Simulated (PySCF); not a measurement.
# InF: from the state search to spectroscopic constants

An exercise on one series of results from a longer session: the logs are not shown, and one member is left open.

Program: PySCF 2.14.0. Level of theory: In x2c-SVPall, F x2c-SVPall, spin-free X2C with a Gaussian nucleus. These are calculated values, not measurements.

The first run:

A driver script around PySCF takes these settings:

```json
{
 "atoms": "In, F",
 "charge": "0",
 "basis": "In x2c-SVPall, F x2c-SVPall",
 "Hamiltonian": "spin-free X2C with a Gaussian nucleus",
 "basis functions": "50",
 "electrons treated": "58",
 "masses in u": "114.9039, 18.9984",
 "levels": "PBE0, PBE, r²SCAN, LDA, r²SCAN0, M06-2X, HF, MP2, SCS-MP2, CCSD, CCSD(T)",
 "grid": "80 radial by 434 angular points",
 "occupations": "held fixed by the projection of orbital angular momentum",
 "dissociation limit": "In + F, each in its ground configuration",
 "starting distance in angstrom": "2.005",
 "values of 2S to try": "0, 2"
}
```

Started as:

```console
$ OMP_NUM_THREADS=1 python dia.py task.json out
```

Steps of the session up to this table: The job; The PBE0 curve of the state that the search chose; Other states along the same grid; PBE (GGA); r²SCAN; LDA; r²SCAN0; M06-2X; RHF; MP2 and coupled cluster.

One of the session's tables, all rows but one given; the rest of the session is left out.

It belongs to the step «The curves together». Energy (eV) from each level's lowest point:

```
R (Å)    RHF  RHF-MP2  RHF-SCS-MP2  RHF-CCSD  RHF-CCSD(T)
1.712  1.188    1.246        1.262       n/a          n/a
1.792  0.498    0.535        0.546     0.543        0.552
1.871  0.138    0.158        0.164     0.163        0.168
1.931      ?        ?            ?         ?            ?
1.991  0.000    0.000        0.000     0.000        0.000
2.051  0.049    0.042        0.039     0.039        0.036
2.130  0.190    0.179        0.171     0.171        0.165
2.230  0.446    0.433        0.419     0.418        0.408
2.349  0.813    0.805        0.785     0.781        0.767
2.509  1.334    1.343        1.313       n/a          n/a
```

Estimate the missing values for R (Å) = 1.931.

Worked estimate for «RHF». A straight line through the neighbours (1.871, 0.138) and (1.991, 0.000) gives 0.138 + (0.000 − 0.138) × (1.931 − 1.871) / (1.991 − 1.871) = 0.069; a parabola fitted to 4 rows on both sides gives 0.015.

**Answer.** RHF: 0.021; RHF-MP2: 0.030; RHF-SCS-MP2: 0.034; RHF-CCSD: 0.033; RHF-CCSD(T): 0.036. In «RHF» the line misses by +0.048 and the parabola by -0.006.
